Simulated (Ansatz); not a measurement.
**ClFH4SSi2: a ladder of functionals and wavefunction methods**

One table from this session's results is given with a row withheld; the runs are named, their logs left out.

Method: functionals in def2-TZVPP, the program's frozen cores in correlated methods; program: Ansatz 0.2.0, Gaussian basis.

Plan: PBE-D4, r2SCAN-D4, PBE0-D4, B3LYP-D4, ωB97X-V, ωB97M-V, B2PLYP; CCSD(T)/def2-TZVPP; MP2/def2-QZVPP; extrapolation to the limit.

**The relaxed structure**

An earlier PBE0-D4 in a triple-zeta def2 set relaxation fixed the geometry.

SMILES `F[SiH2]S[SiH2]Cl`, 9 atoms, charge 0, spin multiplicity 1.

Atoms are counted from 1 here; the program's logs count them from 0.

Bond lengths: F1–Si2 1.596 Å, Si2–S3 2.123 Å, Si2–H6 1.479 Å, Si2–H7 1.477 Å, S3–Si4 2.129 Å, Si4–Cl5 2.050 Å, Si4–H8 1.479 Å, Si4–H9 1.477 Å. Angles: F1–Si2–S3 110.7°, F1–Si2–H6 107.3°, F1–Si2–H7 108.0°, S3–Si2–H6 110.5°, S3–Si2–H7 107.1°, H6–Si2–H7 113.2°, Si2–S3–Si4 97.6°, S3–Si4–Cl5 111.8°, S3–Si4–H8 110.4°, S3–Si4–H9 106.9°, Cl5–Si4–H8 107.4°, Cl5–Si4–H9 108.1°, H8–Si4–H9 112.3°.

Geometry (Å):

```
F     1.32870   -1.29230   -1.65604
Si    1.35448    0.08259   -0.84679
S     0.84476   -0.23460    1.18996
Si   -1.27101   -0.17305    0.96539
Cl   -1.98045    1.75049    0.97097
H     0.37862    0.98896   -1.49022
H     2.73713    0.60176   -0.87306
H    -1.67098   -0.78736   -0.31918
H    -1.84726   -0.87886    2.12788
```

Set-up of the first run:

File in.yaml:

```yaml
crystal:
  periodic: [false, false, false]
  atoms:
    - {symbol: F, position_ang: [1.328696, -1.292303, -1.656042]}
    - {symbol: Si, position_ang: [1.354484, 0.082586, -0.846791]}
    - {symbol: S, position_ang: [0.844764, -0.234603, 1.189962]}
    - {symbol: Si, position_ang: [-1.271007, -0.173054, 0.965387]}
    - {symbol: Cl, position_ang: [-1.980446, 1.750487, 0.970972]}
    - {symbol: H, position_ang: [0.378624, 0.988957, -1.490225]}
    - {symbol: H, position_ang: [2.737130, 0.601757, -0.873062]}
    - {symbol: H, position_ang: [-1.670984, -0.787365, -0.319181]}
    - {symbol: H, position_ang: [-1.847261, -0.878862, 2.127879]}
basis:
  gaussian: {orbitals: def2-TZVPP}
hamiltonian: {xc: pbe, dispersion: d4}
output: {forces: true, orbitals: {seedname: orbitals}}
```

Command:

```bash
ansatz run in.yaml --threads 4 --pin off --events-out ev --progress --plain --max-ram 10444MiB
```

Steps of the session up to this table: PBE-D4 (GGA); r2SCAN-D4 (meta-GGA); PBE0-D4 (hybrid); B3LYP-D4 (hybrid); ωB97X-V (range-separated); ωB97M-V (range-separated); B2PLYP (double hybrid); CCSD(T) in def2-TZVPP; MP2 in def2-QZVPP.

One of the session's tables, all rows but one given; the rest of the session is left out.

| method | atomisation energy (kcal/mol) |
| --- | --- |
| PBE-D4 | 706.3 |
| r2SCAN-D4 | 709.9 |
| PBE0-D4 | 699.8 |
| B3LYP-D4 | 700.2 |
| ωB97X-V | 713.7 |
| ωB97M-V | ? |
| B2PLYP | 693.7 |
| HF/def2-TZVPP | 530.4 |
| MP2/def2-TZVPP | 700.3 |
| CCSD/def2-TZVPP | 676.0 |
| CCSD(T)/def2-TZVPP | 686.4 |
| MP2/CBS | 724.4 |
| CCSD(T)/CBS | 710.4 |

Q: Estimate the row for ωB97M-V from the others.

**Answer.** atomisation energy (kcal/mol): 711.0. In the column «atomisation energy (kcal/mol)» it lies between CCSD(T)/CBS (710.4) and ωB97X-V (713.7).

Caveats from the session: Free atoms (1 F, 2 Si, 1 S, 1 Cl, 4 H) were run apart at each level; the atomisation energy is their sum less the molecule, without zero-point or spin-orbit terms.
